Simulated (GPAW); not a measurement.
**ULDA (PW92)/sz(dzp) (scalar-relativistic datasets) run of CH5SiTe (SMILES C[SiH2][Te])**

We compute ionisation energies of CH5SiTe. The job is set up through an ASE script.

Program for the calculation: GPAW 26.7.0.

2 further runs of the same task are left out: 1 that didn't finish, 1 set aside as unsound or not needed.

## Step 1: The molecule

The species is CH5SiTe (8 atoms), meant as a doublet with charge 0. As SMILES, `C[SiH2][Te]`. The shape is that of a PBE0-D4/def2-TZVP optimisation.

Bond lengths: C1–Si2 1.867 Å, Si2–Te3 2.491 Å, C1–H4 1.094 Å, C1–H5 1.092 Å, C1–H6 1.092 Å, Si2–H7 1.488 Å, Si2–H8 1.489 Å. Some angles: C1–Si2–Te3 113.6°, C1–Si2–H7 110.6°, C1–Si2–H8 110.9°, Te3–Si2–H7 107.4°, Te3–Si2–H8 105.3°, Si2–C1–H4 110.3°, Si2–C1–H5 110.6°, Si2–C1–H6 110.6°, H7–Si2–H8 108.7°, H4–C1–H5 108.4°.

## Step 2: Ionisation energies at ULDA (PW92)/sz(dzp) (scalar-relativistic datasets)

Contents of run.py:

```python
from ase.io.zmatrix import parse_zmatrix
from gpaw import GPAW

zmat = """
C
Si 1 r2
Te 2 r3 1 a3
H 1 r4 2 a4 3 d4
H 1 r5 4 a5 2 d5
H 1 r6 5 a6 4 d6
H 2 r7 1 a7 6 d7
H 2 r8 7 a8 1 d8
"""
values = dict(r2=1.867182, r3=2.491383, a3=113.64668, r4=1.093716, a4=110.29267, d4=-179.4763, r5=1.091839, a5=108.4411, d5=121.28759, r6=1.091583, a6=108.17192, d6=-117.62732, r7=1.487766, a7=110.64966, d7=179.84825, r8=1.488719, a8=108.7462, d8=122.04889)
mol = parse_zmatrix(zmat, defs=values)
mol.center(vacuum=4.5)

energies = {}
for name, charge, unpaired in [("neutral", 0, 1), ("oxidised", 1, 0)]:
    mol.set_initial_magnetic_moments([unpaired / len(mol)] * len(mol))
    calculator = GPAW(mode="lcao",
                      basis="sz(dzp)",
                      h=0.25,
                      xc="LDA",
                      charge=charge,
                      occupations={"name": "fermi-dirac", "width": 0.01, "fixmagmom": unpaired > 0},
                      maxiter=100,
                      symmetry="off",
                      txt=f'{name}.txt')
    mol.calc = calculator
    energies[name] = mol.get_potential_energy()
    print(f'{name:10} {energies[name]:12.5f} eV')

ip = energies["oxidised"] - energies["neutral"]
print(f"Vertical IP             {ip:.3f} eV")
```

On the command line:

```sh
$ python run.py > run.log
```

**Question.** What will come out? Wanted: first ionisation energy.

Computed results:

Level: ULDA (PW92)/sz(dzp) (scalar-relativistic datasets).

```
               quantity    value
first ionisation energy  9.79 eV
```
